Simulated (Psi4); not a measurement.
**PBE0/cc-pVDZ run of GeSiH6 (SMILES [SiH3][GeH3])**

Aim: the energy change on altering one bond length of GeSiH6 at PBE0/cc-pVDZ, from 2 runs. 

The results are computed with Psi4 1.11.

5 further runs of the same task are left out: 4 that didn't finish, 1 set aside as unsound or not needed. Runs told in other sessions of the task aren't counted.

## Step 1: The molecule

GeSiH6: 8 atoms, total charge 0, spin state singlet. SMILES: `[SiH3][GeH3]`. The coordinates come from a PBE0-D4/def2-TZVP relaxation.

Bond lengths: Si1–Ge2 2.378 Å, Si1–H3 1.487 Å, Si1–H4 1.487 Å, Si1–H5 1.487 Å, Ge2–H6 1.538 Å, Ge2–H7 1.538 Å, Ge2–H8 1.538 Å. Some angles: Si1–Ge2–H6 110.6°, Si1–Ge2–H7 110.6°, Si1–Ge2–H8 110.6°, Ge2–Si1–H3 110.1°, Ge2–Si1–H4 110.1°, Ge2–Si1–H5 110.1°, H6–Ge2–H7 108.3°, H6–Ge2–H8 108.3°, H7–Ge2–H8 108.3°, H3–Si1–H4 108.8°.

## Step 2: The energy at PBE0/cc-pVDZ

input.dat reads:

```
memory 2.2 GB

molecule {
  0 1
  Si    -0.516700     0.386500    -1.010200
  Ge     0.529700    -0.393800     0.977400
  H     -1.894900     0.857200    -0.710900
  H     -0.590800    -0.708400    -2.013300
  H      0.260800     1.514500    -1.587400
  H      0.619100     0.733600     2.019400
  H      1.954300    -0.890500     0.679100
  H     -0.269300    -1.556200     1.590100
  units angstrom
  symmetry c1
}

set basis cc-pVDZ
set reference rks
set puream true
set e_convergence 1e-09
set d_convergence 1e-08
set scf_type pk
set dft_radial_points 99
set dft_spherical_points 590

E, wfn = energy("pbe0", return_wfn=True)
oeprop(wfn, "LOWDIN_CHARGES", "DIPOLE", "WIBERG_LOWDIN_INDICES", title="PBE0")
print_variables()
```

Started as:

```sh
$ psi4 input.dat output.dat -n 1
```

output.dat:

```text
[...]
  Running in c1 symmetry.
[...]
  Nuclear repulsion =  172.848354194366692
[...]
  Multiplicity = 1
[...]
  Nalpha       = 26
  Nbeta        = 26
[...]
    Number of basis functions: 75
[...]
   @RKS iter   1: -2368.86194614938040   -2.89328e+00   1.57983e-02 ADIIS/DIIS
[...]
   @RKS iter   9: -2369.65999568025609   -1.09139e-11   4.39535e-09 DIIS
[...]
    Orbital Energies [Eh]
    ---------------------
    Doubly Occupied:
       1A   -399.137951     2A    -66.263472     3A    -49.957131
       4A    -44.438720     5A    -44.438535     6A    -44.438535
       7A     -6.301797     8A     -5.337092     9A     -4.455420
      10A     -4.455280    11A     -4.455280    12A     -3.670679
      13A     -3.670344    14A     -3.670343    15A     -1.247168
      16A     -1.247167    17A     -1.246036    18A     -1.244477
      19A     -1.244477    20A     -0.594228    21A     -0.527505
      22A     -0.372410    23A     -0.372390    24A     -0.344367
      25A     -0.344344    26A     -0.303801
[...]
  @RKS Final Energy: -2369.65999568025609
   => Energetics <=
    Nuclear Repulsion Energy =            172.8483541943666921
    One-Electron Energy =               -3643.6174451176225375
    Two-Electron Energy =                1177.8954098776309820
    DFT Exchange-Correlation Energy =     -76.7863146346308270
    Empirical Dispersion Energy =           0.0000000000000000
    VV10 Nonlocal Energy =                  0.0000000000000000
    Total Energy =                      -2369.6599956802556335
[...]
 Multipole Moments:
 ------------------------------------------------------------------------------------
     Multipole            Electronic (a.u.)      Nuclear  (a.u.)        Total (a.u.)
 ------------------------------------------------------------------------------------
 L = 1.  Multiply by 2.5417464519 to convert [e a0] to [Debye]
 Dipole X            :          4.0325289           -4.0468023           -0.0142734
 Dipole Y            :         -3.0093851            3.0197182            0.0103331
 Dipole Z            :          7.6607022           -7.6876906           -0.0269884
 Magnitude           :                                                    0.0322316
[...]
```

It took 15 s on 1 thread of Intel Xeon 6975P-C (Granite Rapids), shared host; peak memory 1.4 GiB.

## Step 3: The distorted shape: energy and gradient at PBE0/cc-pVDZ

geh6si.in reads:

```
memory 2200 mb

molecule m {
  Si    -1.71101661    -0.33537536    -1.36365283
  Ge     0.26639280    -1.80992866     2.39236682
  H     -4.31543716     0.55411872    -0.79805780
  H     -1.85104532    -2.40443650    -3.25923710
  H      0.49284057     2.86199022    -2.99975125
  H      0.43533432     0.32054857     4.36146144
  H      2.95849664    -2.74855563     1.82866151
  H     -1.24349837    -4.00654631     3.55020201
  units au
  symmetry c1
  no_reorient
  no_com
}

set basis cc-pVDZ
set puream true
set e_convergence 1e-09
set d_convergence 1e-08
set scf_type pk
set dft_radial_points 99
set dft_spherical_points 590

result, w = gradient('pbe0', return_wfn=True)
oeprop(w, 'QUADRUPOLE', 'LOWDIN_CHARGES', 'MAYER_INDICES')
```

Started as:

```sh
$ psi4 -n 1 geh6si.in geh6si.out
```

geh6si.out (excerpt; [...] marks lines left out):

```text
[...]
  Running in c1 symmetry.
[...]
  Nuclear repulsion =  170.256902232746967
[...]
  Multiplicity = 1
[...]
  Nalpha       = 26
  Nbeta        = 26
[...]
    Number of basis functions: 75
[...]
   @RKS iter   1: -2368.77018670343114   -2.93867e+00   1.58869e-02 DIIS/ADIIS
[...]
   @RKS iter  10: -2369.58963259135635   -5.91172e-11   6.86457e-09 DIIS
[...]
    Orbital Energies [Eh]
    ---------------------
    Doubly Occupied:
       1A   -399.146345     2A    -66.301511     3A    -49.965462
       4A    -44.447133     5A    -44.446842     6A    -44.446819
       7A     -6.310171     8A     -5.368228     9A     -4.464088
      10A     -4.463541    11A     -4.463461    12A     -3.703180
      13A     -3.701213    14A     -3.701037    15A     -1.255473
      16A     -1.255390    17A     -1.254661    18A     -1.252801
      19A     -1.252797    20A     -0.597517    21A     -0.523282
      22A     -0.382216    23A     -0.363580    24A     -0.351650
      25A     -0.320909    26A     -0.286987
[...]
  @RKS Final Energy: -2369.58963259135635
   => Energetics <=
    Nuclear Repulsion Energy =            170.2569022327469668
    One-Electron Energy =               -3637.8622320027429851
    Two-Electron Energy =                1174.7111011895576667
    DFT Exchange-Correlation Energy =     -76.6954040109182102
    Empirical Dispersion Energy =           0.0000000000000000
    VV10 Nonlocal Energy =                  0.0000000000000000
    Total Energy =                      -2369.5896325913563487
[...]
  -Total Gradient:
     Atom            X                  Y                   Z
    ------   -----------------  -----------------  -----------------
       1       -0.032048531434    -0.041937608088     0.018267415937
       2       -0.004223859309    -0.002512754900    -0.001117761815
       3        0.002756353876    -0.004328687174     0.001094884671
       4       -0.001238192920     0.000474562765     0.005069063538
       5        0.033030639072     0.047555573976    -0.024071654949
       6        0.000404787539    -0.000825067755    -0.000334644764
       7       -0.000562360128     0.000372646418     0.000663558559
       8        0.001880250101     0.001201666009     0.000427596255
[...]
 Multipole Moments:
 ------------------------------------------------------------------------------------
     Multipole            Electronic (a.u.)      Nuclear  (a.u.)        Total (a.u.)
[...]
```

It took 38 s on 1 thread of Intel Xeon 6975P-C (Granite Rapids), shared host; peak memory 1.4 GiB.

## Step 4: Results

At PBE0/cc-pVDZ:

```
                                                          quantity           value
                                         first shape: total energy  -2369.66000 Eh
                                        first shape: dipole moment          0.08 D
                                          first shape: HOMO energy        -8.27 eV
                                          first shape: LUMO energy         0.69 eV
                                        first shape: HOMO–LUMO gap         8.95 eV
                                     distorted shape: total energy  -2369.58963 Eh
                                    distorted shape: dipole moment          1.14 D
                                      distorted shape: HOMO energy        -7.81 eV
                                      distorted shape: LUMO energy        -1.63 eV
                                    distorted shape: HOMO–LUMO gap         6.18 eV
                         distorted shape: largest force on an atom      3.224 eV/Å
energy change with the Si1–H5 bond stretched from 1.487 to 2.230 Å        1.915 eV
```

What this shows: With the Si1–H5 bond stretched from 1.487 to 2.230 Å the energy rises by 1.91 eV (185 kJ/mol). The first shape isn't relaxed at this level, so the change isn't measured from a minimum.
